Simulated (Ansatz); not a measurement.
Run this with the Python package of Ansatz (0.2.0) and show what comes out.

Script `c2h6sisn_tae.py`:
```python
"""Atomisation energy of C2H6SiSn at the given geometry."""

from collections import Counter

import ansatz as az


def energy(molecule, charge=0, unpaired=0):
    calc = molecule.calculation().basis(gaussian="def2-SVPD").functional("pbe")
    if charge:
        calc = calc.charge(charge)
    if unpaired:
        calc = calc.spin("collinear", total=unpaired)
    return calc.run(threads=1, pin="off").report["free_energy_ev"]

mol = (
    az.Crystal.molecule()
    .atom("C", [-1.36, 1.0168, -0.8402])
    .atom("C", [-0.4811, 0.2842, -0.3071])
    .atom("Si", [0.2646, -1.431, -0.1682])
    .atom("Sn", [1.3755, 0.1138, 1.0971])
    .atom("H", [-2.1182, 0.6344, -1.5714])
    .atom("H", [-1.4559, 2.1297, -0.5963])
    .atom("H", [1.0309, -1.8257, -1.3777])
    .atom("H", [-0.5451, -2.3552, 0.548])
    .atom("H", [0.7357, 0.3725, 2.7789])
    .atom("H", [2.6369, 1.0092, 0.4398])
)

# Hund ground states
unpaired = {"C": 2, "Si": 2, "Sn": 2, "H": 1}
counts = Counter(site.symbol for site in mol.cartesian_sites)
atom_energy = {s: energy(az.Crystal.molecule().atom(s, (0, 0, 0)), 0, unpaired[s]) for s in counts}
whole = energy(mol, 0, 0)
for s, e in atom_energy.items():
    print(f"{s:2s} x{counts[s]}  {e:14.5f} eV")
print(f"C2H6SiSn: {whole:.5f} eV")
split = sum(counts[s] * e for s, e in atom_energy.items()) - whole
print(f"atomisation energy (no zero-point term): {split:.3f} eV, {split / sum(counts.values()):.3f} eV an atom")
```

```console
$ python c2h6sisn_tae.py
C  x2     -1027.28940 eV
Si x1     -7867.49492 eV
Sn x1     -5829.88663 eV
H  x6       -13.56840 eV
C2H6SiSn: -15866.00794 eV
atomisation energy (no zero-point term): 32.637 eV, 3.264 eV an atom
```

32.637 eV from the electronic energies, without the zero-point term.

Notes:
- Total energies depend on the basis set; only differences at equal settings carry meaning.
- The geometry is a force-field or estimated start, not a minimum of this method, and the basis set is short of its limit. All parts are taken at fixed geometry, without zero-point energy.
- def2 sets replace the cores of elements past krypton by effective core potentials.
- This functional overbinds, so such energies come out a few per cent too high (LDA far more).
- The spin-orbit lowering of heavy atoms is left out.
- Timing: 12 s on 1 thread of Arm Neoverse N1, with other jobs on the host, peak memory 0.23 GiB.
